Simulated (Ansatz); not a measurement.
# Hg2S2 (Hg2(S)2): the cost of one run

Computed with Ansatz 0.2.0. Level: DFT PBE, plane waves, PAW, molecule in a box with 9 Å of vacuum.

2 further runs of the same task are left out: 1 for a known fault of the program, 1 that didn't finish.

## (1) Where the work starts

4 atoms, charge 0, spin multiplicity 1.

Bond lengths: Hg1–S3 2.644 Å, Hg1–S4 2.644 Å, Hg2–S3 2.644 Å, Hg2–S4 2.644 Å, S3–S4 2.299 Å. Angles: S3–Hg1–S4 51.6°, S3–Hg2–S4 51.6°, Hg1–S3–Hg2 128.4°, Hg1–S3–S4 64.2°, Hg2–S3–S4 64.2°, Hg1–S4–Hg2 128.4°, Hg1–S4–S3 64.2°, Hg2–S4–S3 64.2°.

Geometry (Å):

| atom | x (Å) | y (Å) | z (Å) |
| --- | --- | --- | --- |
| Hg1 | 0.0000 | 0.0000 | 2.3804 |
| Hg2 | 0.0000 | 0.0000 | -2.3804 |
| S3 | 1.1497 | 0.0000 | 0.0000 |
| S4 | -1.1497 | 0.0000 | 0.0000 |

Formal oxidation states: Hg +2. An earlier session relaxed this geometry at PBE0, Hg def2-SVP with ECP60, S def2-SVP (singlet, point group D2h).

## (2) Scalar-relativistic

input.yaml

```yaml
crystal:
  lattice:
    - [11.3, 0.0, 0.0]
    - [0.0, 9.0, 0.0]
    - [0.0, 0.0, 13.76]
  atoms:
    - { symbol: Hg, position: [0.49997434, 0.5, 0.6730298] }
    - { symbol: Hg, position: [0.49997434, 0.5, 0.32703488] }
    - { symbol: S, position: [0.60171858, 0.5, 0.50003198] }
    - { symbol: S, position: [0.39823009, 0.5, 0.50003198] }
basis:
  ecutwfc: 420
  ecutrho_ratio: 4
kpoints:
  mp_grid: { grid: [1, 1, 1] }
hamiltonian:
  xc: pbe
scf:
  occupations: { method: gaussian, width: 0.01 }
output:
  forces: true
  eigenvalues: true
  populations: true
```

Run with:

```sh
ansatz run input.yaml --threads 2 --pin off --max-ram 5120MiB --backend cpu --events-out ev --progress --plain --runs-dir out
```

**Question.** How long does this run take on 2 threads of Arm Neoverse V2, shared host, and how much memory does it need?

About 5 s, with a peak of 0.8 GiB.
